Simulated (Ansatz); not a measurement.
# C4H11ClSi: the cost of one run

All numbers below are computed with Ansatz 0.2.0 (RKS LDA/STO-3G).

## (1) The structure to begin with

Bond lengths (14 of 16 bonds, heavy atoms first): C1–Si2 1.844 Å, Si2–C3 1.876 Å, C3–C4 1.585 Å, C4–C5 1.463 Å, C4–Cl6 1.797 Å, C1–H7 1.137 Å, C1–H8 1.094 Å, C1–H9 1.064 Å, Si2–H10 1.497 Å, Si2–H11 1.504 Å, C3–H12 1.047 Å, C3–H13 1.084 Å, C4–H14 1.179 Å, C5–H15 1.078 Å. Angles (14 of 30 angles, heavy atoms first): C1–Si2–C3 111.9°, Si2–C3–C4 116.3°, C3–C4–C5 115.7°, C3–C4–Cl6 107.7°, C5–C4–Cl6 111.9°, C1–Si2–H10 108.4°, C1–Si2–H11 111.5°, C3–Si2–H10 110.0°, C3–Si2–H11 108.4°, Si2–C1–H7 107.7°, Si2–C1–H8 111.4°, Si2–C1–H9 110.2°, Si2–C3–H12 108.6°, Si2–C3–H13 109.6°.

The coordinates stand in the first input below.

## (2) Relaxing end A

Input file input.yaml:

```yaml
crystal:
  periodic: [false, false, false]
  atoms:
    - { symbol: C, position_ang: [-1.367, -2.0866, -1.3811] }
    - { symbol: Si, position_ang: [-0.7421, -1.0953, 0.0422] }
    - { symbol: C, position_ang: [-0.1642, 0.6069, -0.4928] }
    - { symbol: C, position_ang: [0.4527, 1.527, 0.6411] }
    - { symbol: C, position_ang: [1.741, 1.0927, 1.1806] }
    - { symbol: Cl, position_ang: [0.5252, 3.2047, 0.002] }
    - { symbol: H, position_ang: [-2.2318, -1.5137, -1.8473] }
    - { symbol: H, position_ang: [-0.6144, -2.1704, -2.1708] }
    - { symbol: H, position_ang: [-1.7638, -3.0124, -1.0383] }
    - { symbol: H, position_ang: [0.3884, -1.842, 0.6782] }
    - { symbol: H, position_ang: [-1.797, -0.9276, 1.1015] }
    - { symbol: H, position_ang: [-0.9615, 1.0976, -0.9609] }
    - { symbol: H, position_ang: [0.5974, 0.5078, -1.2583] }
    - { symbol: H, position_ang: [-0.3735, 1.5818, 1.4806] }
    - { symbol: H, position_ang: [2.4948, 1.0363, 0.4117] }
    - { symbol: H, position_ang: [1.6981, 0.1524, 1.6974] }
    - { symbol: H, position_ang: [2.0988, 1.8401, 1.9544] }
basis:
  gaussian: { orbitals: STO-3G }
hamiltonian:
  xc: lda
relax:
  f_tol: 0.015
  max_steps: 40
```

Command:

```sh
$ ansatz run input.yaml --threads 1 --pin off --max-ram 2048MiB --backend cpu --events-out ev --progress --plain --runs-dir out
```

Q: Estimate wall time and peak memory on 1 thread of Intel Xeon Platinum 8488C (Sapphire Rapids), shared host.

About 26 s, with a peak of 0.15 GiB.
